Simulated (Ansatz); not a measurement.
# HPbNO4 under changes of volume

One of the cells (17.650 Å³/atom); the others are scaled copies at fixed shape and fractional positions:

```
H Pb N O
1.0
     3.85404    0.14384    0.09012
    -0.25320    5.52698    0.16471
    -0.48197   -1.92720    5.72025
H Pb N O
1 1 1 4
Direct
  0.10913 0.65718 0.54463
  0.61029 0.52127 0.15100
  0.91580 0.96263 0.95867
  0.01384 0.13639 0.88084
  0.72398 0.01057 0.12858
  0.00389 0.73732 0.87043
  0.11927 0.59324 0.37651
```

The cell was built by a generator and needn't be a form met in nature.

| Item | Value |
| --- | --- |
| Program | Ansatz 0.2.0 |
| Functional | PBE |
| Potentials or basis | all-electron LAPW, scalar-relativistic |
| Cutoff | 694 eV (chosen from the basis error) |
| Basis error allowed | 0.003 eV/atom |
| k mesh | 5 × 4 × 4 |
| Occupations | fermi-dirac, width 0.05 eV |
| Spin | no spin polarisation |

```tsv
volume (Å³/atom)	energy over the lowest point (meV/atom)	pressure (GPa)	gap on the mesh (eV)	largest force (eV/Å)
16.591	?	?	?	?
16.944	6.83	3.3	3.19	1.111
17.297	1.56	1.5	3.17	0.509
17.650	0.00	-0.1	3.15	0.053
18.003	1.79	-1.5	3.13	0.566
18.356	6.60	-2.8	3.10	1.046
18.709	14.12	-4.0	3.08	1.492
```

Problem. What does the run at 16.591 Å³/atom give?

Solution. Energy over the lowest point 16.23 meV/atom; pressure 5.3 GPa; gap on the mesh 3.20 eV; largest force 1.761 eV/Å.

Worked out: A Birch-Murnaghan fit of order 3 (a polynomial in V^(-2/3)) to the other rows has its minimum at 17.63 Å³/atom with B0 = V·E''(V) = 76 GPa and B' = 4.2 at fixed shape and positions, which overstates the stiffness. It gives 16.23 meV/atom at 16.591 Å³/atom, against the run's 16.23, and -dE/dV = 5.3 GPa, against 5.3. A straight line through the other rows of the gap, of slope -1.12 eV per unit of ln V, extrapolates to 3.22 eV, against the run's 3.20.

Energies are extrapolated to zero smearing.

Caveats: spin-orbit coupling is left out, which as a rule narrows the gap of such compounds by several tenths of an eV; an odd mesh through Γ misses points on the zone boundary, where band edges often lie; forces of over 1 eV/Å show positions far from the minimum, so gaps and moduli don't describe the material at rest (some runs).
